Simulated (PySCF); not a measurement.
# C5H8BClO: electronic excitations

Wanted: the electronic excitations of C5H8BClO (`CCOBC#CCCl`), by calculation.

Computed with PySCF 2.14.0, with density-fitted response routines of our own, on a single molecule in the gas phase. Atoms count from 0, in the outputs and in this text.

### 1 The molecule as given

16 atoms, charge 0, multiplicity 1; geometry from: GFN2-xTB.

Bonds of the start (Å): C0–C1 1.52, C1–O2 1.41, O2–B3 1.33, B3–C4 1.53, C4–C5 1.21, C5–C6 1.44, C6–Cl7 1.81, C0–H8 1.09, C0–H9 1.09, C0–H10 1.09, C1–H11 1.10, C1–H12 1.10, B3–H13 1.17, C6–H14 1.09, C6–H15 1.09.

### 2 TDDFT and polarisability: wB97X-D/def2-SVPD

What the job is given:

```
{"job": {"kind": "uv", "xc": "wB97X-D", "basis": "def2-SVPD", "nstates": 8, "ntriplets": 3}, "charge": 0, "multiplicity": 1}
C     -3.018481    -0.478292     0.703405
C     -1.506120    -0.307937     0.759968
O     -1.191084     1.054446     0.957286
B     -0.006670     1.602891     0.717781
C      1.192924     0.819717     0.185628
C      2.117602     0.157491    -0.219187
C      3.263257    -0.574074    -0.690050
Cl     4.779806     0.372286    -0.422205
H     -3.267701    -1.525816     0.557653
H     -3.467253    -0.131408     1.630522
H     -3.430870     0.102122    -0.118037
H     -1.041794    -0.671732    -0.165379
H     -1.092162    -0.887037     1.595327
H      0.084036     2.750084     0.944887
H      3.195712    -0.758363    -1.763583
H      3.381198    -1.515434    -0.150462
```

With the program's defaults for keys left out, this is: TDDFT wB97X-D/def2-SVPD, vertical, gas phase, core orbitals frozen in the response.

On the command line:

```
> OMP_NUM_THREADS=1 python probes_run.py task.json out
```

The driver reads the jobs from task.json and runs them one after another.

Predict these results of the whole session: lowest singlet (wB97X-D/def2-SVPD); brightest single state of those computed; lowest triplet.

As calculated:

| quantity | value |
| --- | --- |
| lowest singlet (wB97X-D/def2-SVPD) | 5.21 eV (238 nm), f = 0.001 |
| brightest single state of those computed | state 7, 7.32 eV, f = 0.427 |
| lowest triplet | 4.66 eV |

The first singlet state (HOMO→LUMO 0.90) lies at 5.21 eV and is weak; of the 8 states computed, the strongest absorption comes from state 7 at 7.32 eV. The lowest triplet lies 0.55 eV below the lowest singlet (triplets in Tamm-Dancoff, singlets in full TDDFT).
